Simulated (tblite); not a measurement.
# C13H11BSe: the cost of one run

Computed with tblite 0.8.0 and PySCF 2.14.0 and routines of our own; the level stands in each step. Atoms count from 0.

## Step 1: The starting structure

26 atoms, charge 0, multiplicity 1; geometry from: force field or distance geometry start.

## Step 2: Relaxing the molecule with GFN2-xTB

What the job is given:

```
{"job": {"kind": "relax", "xc": "GFN2-xTB", "basis": "xTB"}, "charge": 0, "multiplicity": 1}
C      4.762000    -0.047800     0.308300
Se     3.579700    -1.276600    -0.685100
C      1.751900    -0.747800    -0.433500
C      1.470100     0.529500    -0.729800
C      0.121100     1.005500    -0.564000
C     -0.341600     2.223700    -0.806300
C     -1.736200     2.581600    -0.611500
C     -2.699300     1.793700    -0.189500
C     -2.384500     0.404500     0.113400
C     -3.221200    -0.533500     0.541800
C     -2.763900    -1.890900     0.806100
C     -1.540200    -2.360000     0.680800
C     -0.485400    -1.464800     0.229800
C      0.785600    -1.741400     0.028600
B     -0.930000    -0.006500    -0.076000
H      5.759400    -0.427000     0.463500
H      4.216800     0.142100     1.286200
H      4.687800     0.913500    -0.242400
H      2.219800     1.230200    -1.060900
H      0.409300     2.951500    -1.146800
H     -2.021800     3.621400    -0.823900
H     -3.731900     2.110000    -0.064900
H     -4.249600    -0.218500     0.683700
H     -3.516900    -2.623000     1.158600
H     -1.247200    -3.373400     0.897500
H      1.085200    -2.773500     0.249700
```

On the command line:

```console
$ OMP_NUM_THREADS=4 python excited_run.py task.json out
```

One launch serves the whole session: the jobs run in the order shown.

Q: Estimate the wall time and peak memory of this first job on 4 threads of Arm Neoverse N1, shared host.

About 3.1 s, with a peak of 0.18 GiB.
